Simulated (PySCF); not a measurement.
# C4H12Si (TMS): the cost of one run

The runs use PySCF 2.14.0, with density-fitted response routines of our own; the level of theory stands in each step. All values are computed, except where a source is named. Atoms count from 0, in the outputs and in this text.

## 1. The molecule as given

17 atoms, charge 0, multiplicity 1; geometry from: GFN2-xTB.

Bonds of the start (Å): C0–Si1 1.91, Si1–C2 1.91, Si1–C3 1.91, Si1–C4 1.91, C0–H5 1.09, C0–H6 1.09, C0–H7 1.09, C2–H8 1.09, C2–H9 1.09, C2–H10 1.09, C3–H11 1.09, C3–H12 1.09, C3–H13 1.09, C4–H14 1.09, C4–H15 1.09, C4–H16 1.09.

## 2. Shielding tensors: wB97X-D/MINI

Job settings and geometry (Å):

```
{"job": {"kind": "nmr", "xc": "wB97X-D", "basis": "MINI", "pop": false}, "charge": 0, "multiplicity": 1}
C     -0.406572    -1.213421    -1.419378
Si    -0.001168    -0.000673    -0.001754
C      0.008130     1.785545    -0.675355
C     -1.319794    -0.154927     1.370252
C      1.716091    -0.415535     0.721562
H     -1.379676    -1.003559    -1.853159
H     -0.418731    -2.241638    -1.070248
H      0.327027    -1.147965    -2.217335
H      0.242457     2.501867     0.106393
H     -0.958122     2.057909    -1.089187
H      0.746490     1.907664    -1.462097
H     -2.312057     0.075313     0.994143
H     -1.350945    -1.160472     1.779082
H     -1.116988     0.525824     2.191677
H      1.746276    -1.426357     1.117085
H      2.493128    -0.336762    -0.032799
H      1.977455     0.259220     1.531210
```

Method: GIAO wB97X-D/MINI NMR shielding, non-relativistic, gas phase.

The run is started by

```bash
$ OMP_NUM_THREADS=1 python probes_run.py task.json out
```

One launch serves the whole session: the jobs run in the order shown.

Q: Estimate the wall time and peak memory of this first job on 1 thread of Intel Xeon at 2.30GHz, shared host.

About 4 s, with a peak of 0.38 GiB.
